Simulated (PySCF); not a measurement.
# BrCl (BrCl): the cost of one run

Programs: PySCF 2.14.0, with routines of our own; each step states its level. All values are computed. Atoms count from 0.

## 1. The starting structure

2 atoms, charge 0, multiplicity 1; geometry from: GFN2-xTB.

## 2. Geometry optimisation at BHandHLYP/def2-TZVP

What the job is given:

```
{"job": {"xc": "BHandHLYP", "basis": "def2-TZVP", "grid": 1, "kind": "geom"}, "charge": 0, "multiplicity": 1}
Cl     1.069195    -0.002889    -0.002844
Br    -1.066438     0.004158    -0.011304
```

Launch:

```bash
> OMP_NUM_THREADS=1 python excited_run.py task.json out
```

This one command runs all jobs of the session in turn.

**Question.** How long does this first job take on 1 thread of Intel Xeon Platinum 8375C at 2.90GHz, shared host, and how much memory does it need?

About 2.1 s, with a peak of 0.37 GiB.
